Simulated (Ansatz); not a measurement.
A run of Ansatz 0.2.0 is set up as follows.

Contents of input.yaml:

```yaml
crystal:
  lattice:
    - [0.0, 3.03744723, 3.03744723]
    - [3.03744723, 0.0, 3.03744723]
    - [3.03744723, 3.03744723, 0.0]
  atoms:
    - { symbol: Pt, position: [0.0, 0.0, 0.0] }
    - { symbol: Se, position: [0.25, 0.25, 0.25] }
hamiltonian:
  xc: r2scan
  pseudopotentials: { kind: paw }
  hubbard: { sites: [{ species: Pt, l: d, u_eff: 4.0 }] }
kpoints:
  mp_grid: { grid: [8, 8, 8] }
scf:
  occupations: { method: fermi_dirac, width: 0.05 }
  n_extra_bands: 6
output:
  forces: true
  stress: true
  eigenvalues: true
  dos: { projected: true, de: 0.05, nscf_kmesh: { grid: [12, 12, 12] } }
```

Potentials or basis: Ansatz PAW.

Command:

```sh
$ ansatz run input.yaml --threads 2 --pin off --max-ram 5632MiB --backend cpu --events-out ev --progress --plain --runs-dir out
```

Q: What does it give for the density of states at the Fermi level?

A: 2.08 states/eV per cell.

Q: What does it give for the band gap on the k mesh?

A: None (metal or under the smearing width).

Q: Estimate the pressure.

A: -13.2 GPa.

States per cell in windows of 1 eV (zero at the Fermi level; states under -8 eV left out):
```tsv
from (eV)	total	Pt 5d	Se 4p	Pt 6s	Se 4s
-8.0	0.00	0.00	0.00	0.00	0.00
-7.0	0.00	0.00	0.00	0.00	0.00
-6.0	0.31	0.11	0.15	0.04	0.00
-5.0	4.95	2.39	2.23	0.30	0.01
-4.0	1.77	1.38	0.34	0.03	0.00
-3.0	3.43	3.21	0.11	0.06	0.02
-2.0	1.53	1.03	0.35	0.05	0.07
-1.0	1.86	0.85	0.88	0.05	0.04
0.0	1.72	0.66	0.96	0.04	0.02
1.0	0.42	0.15	0.26	0.00	0.00
2.0	0.09	0.01	0.03	0.04	0.01
3.0	0.47	0.01	0.11	0.28	0.03
4.0	0.79	0.01	0.19	0.45	0.03
5.0	0.93	0.02	0.19	0.36	0.01
6.0	1.02	0.01	0.04	0.04	0.00
7.0	1.14	0.01	0.03	0.02	0.00
```

Caveat: U without spin polarisation on a metal has little footing; the PAW data sets come from PBE, with cores solved anew for the run's functional, which leaves a small shift of forces and pressure; the density of states is complete only up to the lowest level of the last band computed. The run has no spin-orbit coupling, so splittings on Pt are missing.
